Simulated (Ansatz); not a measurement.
# H₆NPSi₂: one species, many methods

The task here is to estimate one member of a computed series from the others.

Program: Ansatz 0.2.0, Gaussian basis. Level of theory: functionals in def2-TZVPP, the program's frozen cores in correlated methods. These are calculated values, not measurements.

Plan: LDA (SPW92), PBE-D4, revPBE-D4, BLYP-D4, r2SCAN-D4, B97M-V, PBE0-D4, B3LYP-D4, r2SCANh-D4, r2SCAN0-D4, HSE06-D4, BHLYP-D4, CAM-B3LYP-D4, LC-ωPBE, ωB97X-V, ωB97M-V, B2PLYP, PBE-QIDH; CCSD(T)/def2-SVP; CCSD(T)/def2-TZVPP; MP2/def2-QZVPP; extrapolation to the limit; RPA on PBE.

### The geometry

The geometry comes from an earlier relaxation with PBE0-D4 in a triple-zeta def2 set; it is a stationary point, not always the lowest conformer.

SMILES `[SiH3]N1[SiH2]P1`, 10 atoms, charge 0, spin multiplicity 1.

Atoms are counted from 1 here; the program's logs count them from 0.

Bond lengths: Si1–N2 1.715 Å, Si1–H5 1.487 Å, Si1–H6 1.486 Å, Si1–H7 1.490 Å, N2–Si3 1.709 Å, N2–P4 1.782 Å, Si3–P4 2.183 Å, Si3–H8 1.479 Å, Si3–H9 1.481 Å, P4–H10 1.437 Å. Angles: N2–Si1–H5 109.6°, N2–Si1–H6 108.3°, N2–Si1–H7 112.0°, H5–Si1–H6 110.2°, H5–Si1–H7 108.0°, H6–Si1–H7 108.7°, Si1–N2–Si3 149.0°, Si1–N2–P4 131.7°, Si3–N2–P4 77.4°, N2–Si3–P4 52.8°, N2–Si3–H8 117.3°, N2–Si3–H9 117.9°, P4–Si3–H8 121.3°, P4–Si3–H9 121.6°, H8–Si3–H9 112.7°, N2–P4–Si3 49.8°, N2–P4–H10 99.7°, Si3–P4–H10 94.5°.

The first run:

Contents of in.yaml:

```yaml
crystal:
  periodic: [false, false, false]
  atoms:
    - {symbol: Si, position_ang: [-0.933957, 1.190266, -0.636262]}
    - {symbol: N, position_ang: [-0.094242, -0.232010, -0.174188]}
    - {symbol: Si, position_ang: [0.443185, -1.278899, 1.064465]}
    - {symbol: P, position_ang: [1.193704, -1.162359, -0.981699]}
    - {symbol: H, position_ang: [-1.394184, 1.061791, -2.043881]}
    - {symbol: H, position_ang: [-2.097937, 1.361117, 0.271846]}
    - {symbol: H, position_ang: [-0.071708, 2.401779, -0.542781]}
    - {symbol: H, position_ang: [-0.475960, -2.358713, 1.485952]}
    - {symbol: H, position_ang: [1.185978, -0.684243, 2.199872]}
    - {symbol: H, position_ang: [2.328319, -0.350031, -0.640224]}
basis:
  gaussian: {orbitals: def2-TZVPP}
hamiltonian: {xc: lda}
output: {orbitals: {seedname: orbitals}}
```

Run with:

```console
> ansatz run in.yaml --threads 2 --pin off --events-out ev --progress --plain --max-ram 4352MiB
```

Steps of the session up to this table: LDA; PBE-D4 (GGA); revPBE-D4 (GGA); BLYP-D4 (GGA); r2SCAN-D4 (meta-GGA); B97M-V (meta-GGA); PBE0-D4 (hybrid); B3LYP-D4 (hybrid); r2SCANh-D4 (hybrid); r2SCAN0-D4 (hybrid); HSE06-D4 (hybrid); BHLYP-D4 (hybrid); CAM-B3LYP-D4 (range-separated); LC-ωPBE (range-separated); ωB97X-V (range-separated); ωB97M-V (range-separated); B2PLYP (double hybrid); PBE-QIDH (double hybrid).

One of the session's tables, all rows but one given; the rest of the session is left out.

It belongs to the step «Orbital energies across the functionals». 

| functional | HOMO (eV) | gap (eV) |
| --- | --- | --- |
| LDA (SPW92) | -5.93 | 4.12 |
| PBE-D4 | ? | ? |
| revPBE-D4 | -5.80 | 4.26 |
| BLYP-D4 | -5.69 | 4.22 |
| r2SCAN-D4 | -6.07 | 4.67 |
| B97M-V | -6.21 | 4.70 |
| PBE0-D4 | -6.98 | 6.20 |
| B3LYP-D4 | -6.76 | 5.79 |
| r2SCANh-D4 | -6.49 | 5.40 |
| r2SCAN0-D4 | -7.13 | 6.48 |
| HSE06-D4 | -6.59 | 5.43 |
| BHLYP-D4 | -7.98 | 8.10 |
| CAM-B3LYP-D4 | -8.23 | 8.48 |
| LC-ωPBE | -9.55 | 10.87 |
| ωB97X-V | -9.23 | 10.45 |
| ωB97M-V | -9.10 | 10.09 |

**Question.** Estimate the row for PBE-D4.

The run gave: HOMO (eV): -5.84; gap (eV): 4.22. In the column «HOMO (eV)» it lies between LDA (SPW92) (-5.93) and revPBE-D4 (-5.80).
